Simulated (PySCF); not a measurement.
# WO2Br2: other functionals and bases at one geometry

The task here is to estimate one member of a computed series from the others.

Computed with PySCF 2.14.0. Level: several levels, as the steps say, no spin–orbit coupling.

3 further runs of the same task are left out: 2 for a known fault of the program, 1 that didn't finish.

## The system as given

5 atoms, charge 0, spin multiplicity 1.

Bond lengths: W1–O2 1.704 Å, W1–O3 1.704 Å, W1–Br4 2.432 Å, W1–Br5 2.432 Å. Angles: O2–W1–O3 106.6°, O2–W1–Br4 108.9°, O2–W1–Br5 109.0°, O3–W1–Br4 109.0°, O3–W1–Br5 108.9°, Br4–W1–Br5 114.4°.

Geometry (Å):

| atom | x (Å) | y (Å) | z (Å) |
| --- | --- | --- | --- |
| W1 | 0.3594 | 0.3594 | 0.0000 |
| O2 | 1.5471 | 0.6131 | -1.1959 |
| O3 | 0.6131 | 1.5471 | 1.1959 |
| Br4 | -1.8370 | 0.6920 | -0.9901 |
| Br5 | 0.6920 | -1.8370 | 0.9901 |

Formal oxidation states: W +6. An earlier session relaxed this geometry at B3LYP, W def2-SVP with ECP60, O def2-SVP, Br def2-SVP (singlet, point group C2v).

At B3LYP on the finer grid: E = -5365.395796 Eh, HOMO -9.06 eV, LUMO -3.64 eV, Mulliken charge on W1 +0.99 e, largest force component 0.011 eV/Å. 

Levels to run: M06-L; TPSS; HF; CAM-B3LYP; B3LYP, TZVP; B3LYP, x2c-SVP. Hardware: 2 threads of AMD EPYC 9B14 (Zen 4), shared host.

The first run:

Contents of run.py (the lines that set the calculation):

```python
mol = gto.M(atom='''
W      0.35937     0.35937     0.00000
O      1.54708     0.61307    -1.19592
O      0.61307     1.54708     1.19592
Br    -1.83696     0.69198    -0.99011
Br     0.69198    -1.83696     0.99011''',
    basis={'W': 'def2-SVP', 'O': 'def2-SVP', 'Br': 'def2-SVP'},
    ecp={'W': 'def2-SVP'},
    charge=0, spin=0)
mf = dft.RKS(mol, xc='M06L')
mf.grids.atom_grid = (75, 302)
mf = mf.density_fit()  # fitting sets: W def2-universal-JKFIT, O def2-universal-JKFIT, Br def2-universal-JKFIT
mf.conv_tol = 1e-08; mf.max_cycle = 55
mf.kernel(dm0)  # dm0: the density of the relaxed state
```

Started as:

```
> OMP_NUM_THREADS=2 python run.py
```

Steps of the session up to this table: M06-L; TPSS; HF; CAM-B3LYP; B3LYP, TZVP; B3LYP, x2c-SVP.

One table of the session follows, with a row left open; its other results are not shown here.

```
               level  HOMO (eV)  gap (eV)  charge on W1 (e)  dipole (D)  largest force component (eV/Å)
B3LYP (relaxed here)      -9.06      5.42              0.99        2.07                            0.01
               M06-L      -8.37      4.32              1.22        1.95                            0.08
                TPSS      -8.15      4.05              0.99        1.87                            0.67
                  HF     -12.38     11.91              1.54        2.45                            2.67
           CAM-B3LYP     -10.59      8.11              1.01        2.02                            0.61
         B3LYP, TZVP      -9.12      5.38              1.35        2.14                            0.08
      B3LYP, x2c-SVP          ?         ?                 ?           ?                               ?
```

**Question.** Estimate the row for B3LYP, x2c-SVP.

The run gave: HOMO (eV): -9.07; gap (eV): 5.14; charge on W1 (e): 0.83; dipole (D): 2.25; largest force component (eV/Å): 0.60. In the column «HOMO (eV)» it lies between B3LYP, TZVP (-9.12) and B3LYP (relaxed here) (-9.06).

In one basis the HOMO–LUMO gap runs from 4.05 eV (TPSS) to 11.91 eV (HF). The largest leftover force, 2.67 eV/Å with HF, stands at a geometry relaxed at another level. Total energies of different levels can't be compared.
